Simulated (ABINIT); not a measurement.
# TaGe (P6_3/mmc) in ABINIT: single point with PBEsol

Aim: the single point of TaGe with PBEsol.

All numbers are computed with ABINIT 10.8.3 (patched build); they aren't measurements. Logs are shortened: lines on timing, memory, paths and dates and some standing lists are left out, and cuts for length are marked. The log counts tension as positive stress, the text compression.

## (1) The crystal as given

It takes space group P6_3/mmc (No. 194, hexagonal). The conventional cell has a = 3.915 Å, b = 3.915 Å, c = 5.003 Å, α = 90.00°, β = 90.00°, γ = 120.00°. Around Ta (site symmetry -3m) lie 2 Ta at 2.50 Å and 6 Ge at 2.58 Å. Ge (site symmetry -6m2) has 6 Ta at 2.58 Å as nearest neighbours.

The cell was built by a generator and needn't be a form met in nature.

## (2) Single point, PBEsol, spin-orbit coupling, no magnetisation

The input, run.abi:

```
# Pseudopotentials
pp_dirpath "./"
pseudos "Ta.GGA_PBE-ansatz.xml, Ge.GGA_PBE-ansatz.xml"

# Structure
acell 3.91540489 3.9154048918 5.00271687 Angstrom
rprim
     1.0000000000     0.0000000000     0.0000000000
    -0.5000000011     0.8660254032     0.0000000000
     0.0000000000     0.0000000000     1.0000000000
ntypat 2
znucl 73 32
natom 4
typat 1 1 2 2
xcart
     0.0000000000     0.0000000000     0.0000000000
     0.0000000000     0.0000000000     4.7268823817
    -0.0000000433     4.2718394356     2.3634411908
     3.6995214884     2.1359196858     7.0903235725

# Plane-wave basis
ecut 380.959407 eV
pawecutdg 28.0
pawxcdev 0
pawovlp 30

# k points
kptopt 4
ngkpt 6 6 4
nshiftk 1
shiftk 0.0 0.0 0.0

# Exchange and correlation
ixc -116133

# Bands and occupations
nband 66
occopt 3
tsmear 0.00183747

# Spin
nspinor 2
nspden 1
pawspnorb 1

# SCF cycle
nstep 100
tolvrs 1.0e-9

# Output
iomode 3
prtwf 0
prtden 0
prteig 0
prtebands 0
enunit 2
```

Potentials or basis: Ansatz PAW PBE default generated set, frozen core.

The run is started by

```
$ abinit run.abi > log 2>&1
```

run.abo:

```text
[... set-up lines left out ...]
 ETOT  1  -306.83545371116    -3.068E+02 5.383E+00 6.606E+00
 ETOT  2  -309.09647171784    -2.261E+00 1.141E-01 4.215E+00
 ETOT  3  -309.08277198387     1.370E-02 3.601E-02 1.402E+00
 ETOT  4  -309.07837943751     4.393E-03 8.699E-03 5.401E-02
 ETOT  5  -309.07799802462     3.814E-04 1.029E-02 7.750E-03
 ETOT  6  -309.07797704700     2.098E-05 5.617E-03 9.767E-04
 ETOT  7  -309.07797728620    -2.392E-07 4.507E-03 2.863E-04
 ETOT  8  -309.07797495181     2.334E-06 3.362E-03 1.566E-05
 ETOT  9  -309.07797494182     9.985E-09 4.257E-03 7.653E-07
 ETOT 10  -309.07797494256    -7.405E-10 3.233E-03 5.322E-07
 ETOT 11  -309.07797494066     1.905E-09 2.609E-03 7.923E-08
 ETOT 12  -309.07797493993     7.283E-10 1.799E-03 5.046E-09
 ETOT 13  -309.07797493990     3.473E-11 1.065E-03 1.051E-10

 At SCF step   13       nres2   =  1.05E-10 < tolvrs=  1.00E-09 =>converged.

 Cartesian components of stress tensor (hartree/bohr^3)
  sigma(1 1)= -4.54417871E-04  sigma(3 2)=  0.00000000E+00
  sigma(2 2)= -4.54417857E-04  sigma(3 1)=  0.00000000E+00
  sigma(3 3)= -2.26847647E-03  sigma(2 1)=  5.18114326E-11

--- !ResultsGS
iteration_state: {dtset: 1, }
comment   : Summary of ground state results
lattice_vectors:
- [  7.3990429,   0.0000000,   0.0000000, ]
- [ -3.6995215,   6.4077591,   0.0000000, ]
- [  0.0000000,   0.0000000,   9.4537648, ]
lattice_lengths: [   7.39904,    7.39904,    9.45376, ]
lattice_angles: [ 90.000,  90.000, 120.000, ] # degrees, (23, 13, 12)
lattice_volume:   4.4821513E+02
convergence: {deltae:  3.473E-11, res2:  1.051E-10, residm:  1.065E-03, diffor: null, }
etotal    :  -3.09077975E+02
entropy   :   0.00000000E+00
fermie    :   3.21612291E-01
cartesian_stress_tensor: # hartree/bohr^3
- [ -4.54417871E-04,   5.18114326E-11,   0.00000000E+00, ]
- [  5.18114326E-11,  -4.54417857E-04,   0.00000000E+00, ]
- [  0.00000000E+00,   0.00000000E+00,  -2.26847647E-03, ]
pressure_GPa:   3.1160E+01
xred      :
- [  0.0000E+00,   0.0000E+00,  -1.6815E-10, Ta]
- [  0.0000E+00,   0.0000E+00,   5.0000E-01, Ta]
- [  3.3333E-01,   6.6667E-01,   2.5000E-01, Ge]
- [  6.6667E-01,   3.3333E-01,   7.5000E-01, Ge]
cartesian_forces: # hartree/bohr
- [ -3.71514833E-26,  -6.44953324E-26,  -0.00000000E+00, ]
- [ -3.73152464E-26,  -6.46108919E-26,  -0.00000000E+00, ]
- [  3.72333649E-26,   6.45531122E-26,  -0.00000000E+00, ]
- [  3.72333649E-26,   6.45531122E-26,  -0.00000000E+00, ]
force_length_stats: {min:   7.44303743E-26, max:   7.46122977E-26, mean:   7.45213301E-26, }
...

 Integrated electronic density in atomic spheres:
 ------------------------------------------------
 Atom  Sphere_radius  Integrated_density
    1        2.63806         11.71714966
    2        2.63806         11.71714966
    3        2.63806         13.76640691
    4        2.63806         13.76640691

================================================================================

 ----iterations are completed or convergence reached----

 Mean square residual over all n,k,spin=   32.032E-07; max=  10.648E-04
 reduced coordinates (array xred) for    4 atoms
       0.000000000000      0.000000000000     -0.000000000168
       0.000000000000      0.000000000000      0.499999999832
       0.333333333333      0.666666666667      0.249999999832
       0.666666666667      0.333333333333      0.749999999832
 rms dE/dt=  3.1838E-25; max dE/dt=  4.0390E-28; dE/dt below (all hartree)
    1      -0.000000000000      0.000000000000      0.000000000000
    2       0.000000000000      0.000000000000      0.000000000000
    3      -0.000000000000     -0.000000000000      0.000000000000
    4      -0.000000000000     -0.000000000000      0.000000000000

 cartesian coordinates (angstrom) at end:
    1      0.00000000000000     0.00000000000000    -0.00000000084121
    2      0.00000000000000     0.00000000000000     2.50135843415879
    3     -0.00000000347130     2.26056006674156     1.25067921665879
    4      1.95770244326435     1.13028003337078     3.75203765165879

 cartesian forces (hartree/bohr) at end:
    1     -0.00000000000000    -0.00000000000000    -0.00000000000000
    2     -0.00000000000000    -0.00000000000000    -0.00000000000000
    3      0.00000000000000     0.00000000000000    -0.00000000000000
    4      0.00000000000000     0.00000000000000    -0.00000000000000
 frms,max,avg= 4.3024926E-26 6.4610892E-26   0.000E+00  0.000E+00  0.000E+00 h/b

 cartesian forces (eV/Angstrom) at end:
    1     -0.00000000000000    -0.00000000000000    -0.00000000000000
    2     -0.00000000000000    -0.00000000000000    -0.00000000000000
    3      0.00000000000000     0.00000000000000    -0.00000000000000
    4      0.00000000000000     0.00000000000000    -0.00000000000000
 frms,max,avg= 2.2124306E-24 3.3224256E-24   0.000E+00  0.000E+00  0.000E+00 e/A
 length scales=  7.399042914140  7.399042917542  9.453764769759 bohr
              =  3.915404890000  3.915404891800  5.002716870000 angstroms
 Fermi (or HOMO) energy (hartree) =   0.32161   Average Vxc (hartree)=  -0.44674
 Eigenvalues (hartree) for nkpt=  22  k points:
 kpt#   1, nband= 66, wtk=  0.00694, kpt=  0.0000  0.0000  0.0000 (reduced coord)
  -2.16956   -2.16956   -2.16061   -2.16061   -1.14516   -1.14516   -1.12969   -1.12969
  -0.88061   -0.88061   -0.85693   -0.85693   -0.84173   -0.84173   -0.81286   -0.81286
  -0.56527   -0.56527   -0.56514   -0.56514   -0.56384   -0.56384   -0.56333   -0.56333
  -0.54456   -0.54456   -0.54364   -0.54364   -0.54347   -0.54347   -0.54286   -0.54286
  -0.54249   -0.54249   -0.54219   -0.54219   -0.11701   -0.11701    0.07521    0.07521
   0.12104    0.12104    0.16131    0.16131    0.16163    0.16163    0.19194    0.19194
   0.24929    0.24929    0.24979    0.24979    0.32932    0.32932    0.34423    0.34423
   0.39085    0.39085    0.41499    0.41499    0.45422    0.45422    0.47763    0.47763
   0.49910    0.50042
      occupation numbers for kpt#   1
   1.00000    1.00000    1.00000    1.00000    1.00000    1.00000    1.00000    1.00000
   1.00000    1.00000    1.00000    1.00000    1.00000    1.00000    1.00000    1.00000
   1.00000    1.00000    1.00000    1.00000    1.00000    1.00000    1.00000    1.00000
   1.00000    1.00000    1.00000    1.00000    1.00000    1.00000    1.00000    1.00000
   1.00000    1.00000    1.00000    1.00000    1.00000    1.00000    1.00000    1.00000
   1.00000    1.00000    1.00000    1.00000    1.00000    1.00000    1.00000    1.00000
   1.00000    1.00000    1.00000    1.00000    0.01482    0.01482    0.00000    0.00000
   0.00000    0.00000    0.00000    0.00000    0.00000    0.00000    0.00000    0.00000
   0.00000    0.00000
 prteigrs : prtvol=0 or 1, do not print more k-points.

 Fermi (or HOMO) energy (eV) =   8.75152   Average Vxc (eV)= -12.15631
 Eigenvalues (   eV  ) for nkpt=  22  k points:
 kpt#   1, nband= 66, wtk=  0.00694, kpt=  0.0000  0.0000  0.0000 (reduced coord)
 -59.03669  -59.03669  -58.79318  -58.79318  -31.16126  -31.16126  -30.74053  -30.74053
 -23.96261  -23.96261  -23.31820  -23.31820  -22.90461  -22.90461  -22.11911  -22.11911
 -15.38178  -15.38178  -15.37815  -15.37815  -15.34282  -15.34282  -15.32897  -15.32897
 -14.81816  -14.81816  -14.79322  -14.79322  -14.78846  -14.78846  -14.77196  -14.77196
 -14.76200  -14.76200  -14.75384  -14.75384   -3.18405   -3.18405    2.04654    2.04654
   3.29354    3.29354    4.38948    4.38948    4.39823    4.39823    5.22283    5.22283
   6.78362    6.78362    6.79720    6.79720    8.96136    8.96136    9.36700    9.36700
  10.63560   10.63560   11.29247   11.29247   12.35986   12.35986   12.99706   12.99707
  13.58128   13.61721
 prteigrs : prtvol=0 or 1, do not print more k-points.

--- !EnergyTerms
iteration_state     : {dtset: 1, }
comment             : Components of total free energy in Hartree
kinetic             :  3.58409719925041E+01
hartree             :  8.47120500339862E+01
xc                  : -2.17359420855484E+01
Ewald energy        : -2.12380757311636E+02
psp_core            :  1.53266231804715E+01
local_psp           : -2.13522866046553E+02
PAW spherical_terms :  2.68258365538763E+00
internal            : -3.09077336581388E+02
'-kT*entropy'       : -6.46690331989082E-04
total_energy        : -3.09077983271720E+02
total_energy_eV     : -8.41044038293562E+03
...

--- !EnergyTermsDC
iteration_state     : {dtset: 1, }
comment             : '"Double-counting" decomposition of free energy'
band_energy         : -2.80231652970837E+01
Ewald energy        : -2.12380757311636E+02
psp_core            :  1.53266231804715E+01
xc_dc               : -8.63495613546817E+01
PAW spherical_terms :  2.34953253336558E+00
internal            : -3.09077328249564E+02
'-kT*entropy'       : -6.46690331989082E-04
total_energy_dc     : -3.09077974939896E+02
total_energy_dc_eV  : -8.41044015621515E+03
...

--- !EnergyTermsWithPAWCore
iteration_state     : {dtset: 1, }
comment             : 'Components of total free energy, including PAW core contributions'
Total energy        : -3.26922964542079E+04
Total energy DC     : -3.26922964458761E+04
Total energy (eV)   : -8.89602706083566E+05
Total energy DC (eV): -8.89602705856845E+05
...

 Cartesian components of stress tensor (hartree/bohr^3)
  sigma(1 1)= -4.54417871E-04  sigma(3 2)=  0.00000000E+00
  sigma(2 2)= -4.54417857E-04  sigma(3 1)=  0.00000000E+00
  sigma(3 3)= -2.26847647E-03  sigma(2 1)=  5.18114326E-11

-Cartesian components of stress tensor (GPa)         [Pressure=  3.1160E+01 GPa]
- sigma(1 1)= -1.33694353E+01  sigma(3 2)=  0.00000000E+00
- sigma(2 2)= -1.33694349E+01  sigma(3 1)=  0.00000000E+00
- sigma(3 3)= -6.67408819E+01  sigma(2 1)=  1.52434497E-06

== END DATASET(S) ==============================================================
================================================================================

 -outvars: echo values of variables after computation  --------
            acell      7.3990429141E+00  7.3990429175E+00  9.4537647698E+00 Bohr
           etotal     -3.0907797494E+02
            fcart     -3.7151483294E-26 -6.4495332440E-26 -0.0000000000E+00
                      -3.7315246414E-26 -6.4610891939E-26 -0.0000000000E+00
                       3.7233364854E-26  6.4553112189E-26 -0.0000000000E+00
                       3.7233364854E-26  6.4553112189E-26 -0.0000000000E+00
            rprim      1.0000000000E+00  0.0000000000E+00  0.0000000000E+00
                      -5.0000000110E-01  8.6602540320E-01  0.0000000000E+00
                       0.0000000000E+00  0.0000000000E+00  1.0000000000E+00
           strten     -4.5441787115E-04 -4.5441785663E-04 -2.2684764662E-03
                       0.0000000000E+00  0.0000000000E+00  5.1811432587E-11
           xangst      0.0000000000E+00  0.0000000000E+00 -8.4120757501E-10
                       0.0000000000E+00  0.0000000000E+00  2.5013584342E+00
                      -3.4712968750E-09  2.2605600667E+00  1.2506792167E+00
                       1.9577024433E+00  1.1302800334E+00  3.7520376517E+00
             xred      0.0000000000E+00  0.0000000000E+00 -1.6815014658E-10
                       0.0000000000E+00  0.0000000000E+00  4.9999999983E-01
                       3.3333333333E-01  6.6666666667E-01  2.4999999983E-01
                       6.6666666667E-01  3.3333333333E-01  7.4999999983E-01
 Calculation completed.
```

Run time: 2.2 min. Hardware: 1 thread of AMD EPYC 9R45 (Zen 5), shared host; peak memory 0.31 GiB.

What came out:

| Property | Result |
| --- | --- |
| Free energy | -8410.4402 eV |
| Pressure | 31.2 GPa |
| Band gap on the k mesh | none (metal or under the smearing width) |

Stress tensor (GPa, compression positive):
```
13.37  0.00  0.00
 0.00 13.37  0.00
 0.00  0.00 66.74
```

Caveat: a pressure of tens of GPa on the cell as given is suspect, and the run, the potentials or the cell itself is likely at fault; the PAW data sets were made with another functional, which shifts forces and pressure a little; the atomic spheres overlap.
